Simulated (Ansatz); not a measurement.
**CH₉AlBNSi: a ladder of functionals and wavefunction methods**

An exercise on one series of results from a longer session: the logs are not shown, and one member is left open.

Method: functionals in def2-TZVPP, the program's frozen cores in correlated methods; program: Ansatz 0.2.0, Gaussian basis.

Levels to be run: PBE-D4, r2SCAN-D4, PBE0-D4, B3LYP-D4, ωB97X-V, ωB97M-V, B2PLYP; CCSD(T)/def2-TZVPP; MP2/def2-QZVPP; extrapolation to the limit.

## Structure used throughout

The geometry comes from an earlier relaxation with PBE0-D4 in a triple-zeta def2 set; it is a stationary point, not always the lowest conformer.

14 atoms, charge 0, spin multiplicity 1.

Atoms are counted from 1 here; the program's logs count them from 0.

Bond lengths: B1–Si2 1.859 Å, B1–Al3 2.241 Å, B1–H6 1.195 Å, B1–H7 1.218 Å, Si2–Al3 2.702 Å, Si2–H8 1.488 Å, Si2–H9 1.484 Å, Al3–C4 1.948 Å, Al3–N5 1.768 Å, C4–H10 1.094 Å, C4–H11 1.095 Å, C4–H12 1.093 Å, N5–H13 1.008 Å, N5–H14 1.007 Å. Angles: Si2–B1–Al3 81.9°, Si2–B1–H6 120.7°, Si2–B1–H7 119.9°, Al3–B1–H6 106.8°, Al3–B1–H7 74.6°, H6–B1–H7 118.9°, B1–Si2–Al3 55.2°, B1–Si2–H8 125.1°, B1–Si2–H9 124.1°, Al3–Si2–H8 94.7°, Al3–Si2–H9 118.4°, H8–Si2–H9 110.3°, B1–Al3–Si2 42.9°, B1–Al3–C4 123.7°, B1–Al3–N5 111.8°, Si2–Al3–C4 109.8°, Si2–Al3–N5 125.2°, C4–Al3–N5 120.7° and more.

Set-up of the first run:

in.yaml

```yaml
crystal:
  periodic: [false, false, false]
  atoms:
    - {symbol: B, position_ang: [-1.719215, -0.766837, 0.361489]}
    - {symbol: Si, position_ang: [-0.512539, -1.642488, 1.471946]}
    - {symbol: Al, position_ang: [0.103244, 0.435547, -0.141846]}
    - {symbol: C, position_ang: [1.436096, -0.117515, -1.451034]}
    - {symbol: N, position_ang: [-0.102792, 2.142520, 0.271986]}
    - {symbol: H, position_ang: [-2.522264, -0.005347, 0.813429]}
    - {symbol: H, position_ang: [-1.601109, -0.849220, -0.847707]}
    - {symbol: H, position_ang: [0.614512, -2.495444, 1.007233]}
    - {symbol: H, position_ang: [-0.435566, -1.442460, 2.940719]}
    - {symbol: H, position_ang: [1.446390, 0.544775, -2.322115]}
    - {symbol: H, position_ang: [2.440478, -0.095383, -1.016017]}
    - {symbol: H, position_ang: [1.257943, -1.135505, -1.807222]}
    - {symbol: H, position_ang: [0.354585, 2.911061, -0.192260]}
    - {symbol: H, position_ang: [-0.772661, 2.487098, 0.940200]}
basis:
  gaussian: {orbitals: def2-TZVPP}
hamiltonian: {xc: pbe, dispersion: d4}
output: {forces: true, orbitals: {seedname: orbitals}}
```

Started as:

```sh
> ansatz run in.yaml --threads 4 --pin off --events-out ev --progress --plain --max-ram 10444MiB
```

Steps of the session up to this table: PBE-D4 (GGA); r2SCAN-D4 (meta-GGA); PBE0-D4 (hybrid); B3LYP-D4 (hybrid); ωB97X-V (range-separated); ωB97M-V (range-separated); B2PLYP (double hybrid); CCSD(T) in def2-TZVPP; MP2 in def2-QZVPP.

One of the session's tables, all rows but one given; the rest of the session is left out.

It belongs to the step «Atomisation energies». 

```
            method  atomisation energy (eV)
            PBE-D4                   48.683
         r2SCAN-D4                   48.436
           PBE0-D4                   48.143
          B3LYP-D4                   48.272
           ωB97X-V                   48.347
           ωB97M-V                   48.351
            B2PLYP                   47.616
     HF/def2-TZVPP                   35.504
    MP2/def2-TZVPP                        ?
   CCSD/def2-TZVPP                   46.306
CCSD(T)/def2-TZVPP                   46.946
           MP2/CBS                   48.372
       CCSD(T)/CBS                   48.158
```

Estimate the missing values for MP2/def2-TZVPP.

The run gave: atomisation energy (eV): 47.160. In the column «atomisation energy (eV)» it lies between CCSD(T)/def2-TZVPP (46.946) and B2PLYP (47.616).

Limits of these values: Free atoms (1 B, 1 Si, 1 Al, 1 C, 1 N, 9 H) were run apart at each level; the atomisation energy is their sum less the molecule, without zero-point or spin-orbit terms.
